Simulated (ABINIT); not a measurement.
# SiO (Pm-3m) in ABINIT: single point with RPBE

Aim: the single point of SiO with RPBE.

All numbers are computed with ABINIT 10.8.3 (patched build); they aren't measurements. Logs are shortened: lines on timing, memory, paths and dates and some standing lists are left out, and cuts for length are marked. The log counts tension as positive stress, the text compression.

## (1) Starting point

The structure is cubic, space group Pm-3m (No. 221). The conventional cell has a = 2.807 Å, b = 2.807 Å, c = 2.807 Å, α = 90.00°, β = 90.00°, γ = 90.00°. Around Si (site symmetry m-3m) lie 8 O at 2.43 Å. O (site symmetry m-3m) has 8 Si at 2.43 Å as nearest neighbours.

The cell was built by a generator and needn't be a form met in nature.

## (2) Single point, RPBE

run.abi

```
# Pseudopotentials
pp_dirpath "./"
pseudos "Si.upf, O.upf"

# Structure
acell 3*1.0 Angstrom
rprim
     2.8069700000     0.0000000000     0.0000000000
     0.0000000000     2.8069700000     0.0000000000
     0.0000000000     0.0000000000     2.8069700000
ntypat 2
znucl 14 8
natom 2
typat 1 2
xred
     0.0000000000     0.0000000000     0.0000000000
     0.5000000000     0.5000000000     0.5000000000

# Plane-wave basis
ecut 35.0

# k points
kptopt 1
ngkpt 7 7 7
nshiftk 1
shiftk 0.0 0.0 0.0

# Exchange and correlation
ixc 15

# Bands and occupations
nband 9
occopt 3
tsmear 0.00183747

# SCF cycle
nstep 100
tolvrs 1.0e-10

# Output
iomode 3
prtwf 0
prteig 0
prtebands 0
prtden 1
prtvha 1
prtvclmb 1
prtpot 1
prtelf 1
```

Potentials or basis: PseudoDojo NC SR PBE v0.4.1 standard.

Started as:

```bash
> abinit run.abi > log 2>&1
```

run.abo:

```text
.Version 10.8.3 of ABINIT
 Symmetries : space group Pm -3 m (#221); Bravais cP (primitive cubic)
================================================================================
 Values of the parameters that define the memory need of the present run
     intxc =       0    ionmov =       0      iscf =       7    lmnmax =       6
     lnmax =       6     mgfft =      30  mpssoang =       3    mqgrid =    3001
     natom =       2  nloc_mem =       1    nspden =       1   nspinor =       1
    nsppol =       1      nsym =      48    n1xccc =    2501    ntypat =       2
    occopt =       3   xclevel =       2
       mpw =        1489          nfft =       27000          nkpt =          20
================================================================================
================================================================================

--------------------------------------------------------------------------------
------------- Echo of variables that govern the present computation ------------
--------------------------------------------------------------------------------
 -outvars: echo values of preprocessed input variables --------
            acell      1.8897261259E+00  1.8897261259E+00  1.8897261259E+00 Bohr
              amu      2.80855000E+01  1.59994000E+01
             ecut      3.50000000E+01 Hartree
              ixc          15
         kptrlatt        7    0    0      0    7    0      0    0    7
          kptrlen      3.71308318E+01
            natom           2
            nband           9
            ngfft          30      30      30
             nkpt          20
            nstep         100
             nsym          48
           ntypat           2
           occopt           3
        prtebands           0
           prteig           0
           prtelf           1
           prtpot           1
         prtvclmb           1
           prtvha           1
            prtwf           0
            rprim      2.8069700000E+00  0.0000000000E+00  0.0000000000E+00
                       0.0000000000E+00  2.8069700000E+00  0.0000000000E+00
                       0.0000000000E+00  0.0000000000E+00  2.8069700000E+00
          spgroup         221
           tolvrs      1.00000000E-10
           tsmear      1.83747000E-03 Hartree
            typat      1  2
           xangst      0.0000000000E+00  0.0000000000E+00  0.0000000000E+00
                       1.4034850000E+00  1.4034850000E+00  1.4034850000E+00
            xcart      0.0000000000E+00  0.0000000000E+00  0.0000000000E+00
                       2.6522022718E+00  2.6522022718E+00  2.6522022718E+00
             xred      0.0000000000E+00  0.0000000000E+00  0.0000000000E+00
                       5.0000000000E-01  5.0000000000E-01  5.0000000000E-01
            znucl       14.00000    8.00000

================================================================================

 chkinp: Checking input parameters for consistency.

[... 105 lines left out ...]

 Integrated electronic density in atomic spheres:
 ------------------------------------------------
 Atom  Sphere_radius  Integrated_density
    1        2.00000          1.52874504
    2        2.00000          5.98674053
================================================================================

 ----iterations are completed or convergence reached----

 Mean square residual over all n,k,spin=   66.760E-09; max=  67.641E-07
 reduced coordinates (array xred) for    2 atoms
       0.000000000000      0.000000000000      0.000000000000
       0.500000000000      0.500000000000      0.500000000000
 rms dE/dt=  0.0000E+00; max dE/dt=  0.0000E+00; dE/dt below (all hartree)
    1       0.000000000000      0.000000000000      0.000000000000
    2       0.000000000000      0.000000000000      0.000000000000

 cartesian coordinates (angstrom) at end:
    1      0.00000000000000     0.00000000000000     0.00000000000000
    2      1.40348500000000     1.40348500000000     1.40348500000000

 cartesian forces (hartree/bohr) at end:
    1     -0.00000000000000    -0.00000000000000    -0.00000000000000
    2     -0.00000000000000    -0.00000000000000    -0.00000000000000
 frms,max,avg= 0.0000000E+00 0.0000000E+00   0.000E+00  0.000E+00  0.000E+00 h/b

 cartesian forces (eV/Angstrom) at end:
    1     -0.00000000000000    -0.00000000000000    -0.00000000000000
    2     -0.00000000000000    -0.00000000000000    -0.00000000000000
 frms,max,avg= 0.0000000E+00 0.0000000E+00   0.000E+00  0.000E+00  0.000E+00 e/A
 length scales=  1.889726125908  1.889726125908  1.889726125908 bohr
              =  1.000000000000  1.000000000000  1.000000000000 angstroms
 Fermi (or HOMO) energy (hartree) =   0.24116   Average Vxc (hartree)=  -0.41527
 Eigenvalues (hartree) for nkpt=  20  k points:
 kpt#   1, nband=  9, wtk=  0.00292, kpt=  0.0000  0.0000  0.0000 (reduced coord)
  -0.48270   -0.00893    0.12578    0.12578    0.12578    0.46676    0.46676    0.54478
   0.54478
      occupation numbers for kpt#   1
   2.00000    2.00000    2.00000    2.00000    2.00000    0.00000    0.00000    0.00000
   0.00000
 prteigrs : prtvol=0 or 1, do not print more k-points.

--- !EnergyTerms
iteration_state     : {dtset: 1, }
comment             : Components of total free energy in Hartree
kinetic             :  1.22559185071970E+01
hartree             :  4.48940946253472E+00
xc                  : -5.64802337069202E+00
Ewald energy        : -1.75356530562337E+01
psp_core            :  1.04112758874354E+00
local_psp           : -1.35058955363511E+01
non_local_psp       : -1.79464198336152E+00
internal            : -2.06977583881631E+01
'-kT*entropy'       : -3.43668217305822E-04
total_energy        : -2.06981020563804E+01
total_energy_eV     : -5.63224049614900E+02
band_energy         : -2.44684287326721E-01
...

 Cartesian components of stress tensor (hartree/bohr^3)
  sigma(1 1)=  1.07255480E-05  sigma(3 2)=  0.00000000E+00
  sigma(2 2)=  1.07255480E-05  sigma(3 1)=  0.00000000E+00
  sigma(3 3)=  1.07255480E-05  sigma(2 1)=  0.00000000E+00

-Cartesian components of stress tensor (GPa)         [Pressure= -3.1556E-01 GPa]
- sigma(1 1)=  3.15556517E-01  sigma(3 2)=  0.00000000E+00
- sigma(2 2)=  3.15556517E-01  sigma(3 1)=  0.00000000E+00
- sigma(3 3)=  3.15556517E-01  sigma(2 1)=  0.00000000E+00

== END DATASET(S) ==============================================================
================================================================================

 -outvars: echo values of variables after computation  --------
            acell      1.8897261259E+00  1.8897261259E+00  1.8897261259E+00 Bohr
           etotal     -2.0698102056E+01
            fcart     -0.0000000000E+00 -0.0000000000E+00 -0.0000000000E+00
                      -0.0000000000E+00 -0.0000000000E+00 -0.0000000000E+00
            rprim      2.8069700000E+00  0.0000000000E+00  0.0000000000E+00
                       0.0000000000E+00  2.8069700000E+00  0.0000000000E+00
                       0.0000000000E+00  0.0000000000E+00  2.8069700000E+00
           strten      1.0725548001E-05  1.0725548001E-05  1.0725548001E-05
                       0.0000000000E+00  0.0000000000E+00  0.0000000000E+00
           xangst      0.0000000000E+00  0.0000000000E+00  0.0000000000E+00
                       1.4034850000E+00  1.4034850000E+00  1.4034850000E+00
             xred      0.0000000000E+00  0.0000000000E+00  0.0000000000E+00
                       5.0000000000E-01  5.0000000000E-01  5.0000000000E-01
 Calculation completed.
```

Wall time 8.4 s (1 thread of Arm Neoverse V1, shared host); peak memory 0.06 GiB.

Results:

- Free energy: -563.2240 eV
- Band gap on the k mesh: none (metal or under the smearing width)
- Valence electrons inside the program's atomic spheres: Si 1.53; O 5.99

Levels at points of the mesh, in eV from the Fermi level:
```tsv
k point	band 3	band 4	band 5	band 6	band 7	band 8
(0.00, 0.00, 0.00)	-3.14	-3.14	-3.14	6.14	6.14	8.26
```

Caveat: the cutoff is too short for stress, so the log's stress isn't used; the potentials were made for another functional, which shifts forces and pressure.
